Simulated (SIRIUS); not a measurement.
The system is Si4Cl.

```
Si Cl
1.0
     4.63437    0.00000    0.00000
     0.00000    4.63437    0.00000
     0.00000    0.00000    4.63437
Si Cl
4 1
Cartesian
  1.4016 1.4016 1.4016
  3.2328 3.2328 1.4016
  3.2328 1.4016 3.2328
  1.4016 3.2328 3.2328
  0.0000 0.0000 0.0000
```

The cell was built by a generator and needn't be a form met in nature.

* Program: SIRIUS 7.10.0
* Task: single point
* Functional: PBE
* Potentials or basis: PseudoDojo 0.4.1 PBE standard (scalar relativistic)
* Cutoff: 807 eV
* Density cutoff: 3227 eV
* k mesh: 6 × 6 × 6
* Occupations: fermi-dirac, width 0.05 eV
* Spin: no spin polarisation

On this cell: pressure -0.1 GPa; largest force 0.273 eV/Å; band gap on the k mesh none (metal or under the smearing width).

The same run follows on a disturbed copy (atoms moved at random, drawn with an rms of 0.05 Å):

```
CELL_PARAMETERS angstrom
4.63437 0.00000 0.00000
0.00000 4.63437 0.00000
0.00000 0.00000 4.63437
ATOMIC_POSITIONS crystal
Si 0.29352 0.29734 0.30582
Si 0.68914 0.71127 0.29539
Si 0.69315 0.30156 0.70699
Si 0.30476 0.70046 0.69712
Cl 0.99332 0.99836 0.99761
```

Task: What changes?

Result: The energy (extrapolated to zero smearing) moves by +6.5 meV/atom; pressure -0.4 GPa; largest force 0.525 eV/Å; band gap on the k mesh none (metal or under the smearing width).

Forces on the atoms (eV/Å):
```
Si   0.290  0.199  0.316
Si  -0.319 -0.372  0.188
Si  -0.154  0.328 -0.330
Si   0.178 -0.130 -0.147
Cl   0.005 -0.025 -0.026
```

Stress tensor (GPa, compression positive):
```
-0.04 -0.02 -0.03
-0.02 -0.63 -0.02
-0.03 -0.02 -0.39
```

Caveats: an odd number of electrons without spin polarisation forces a metal; a magnetic or distorted state may lie lower.
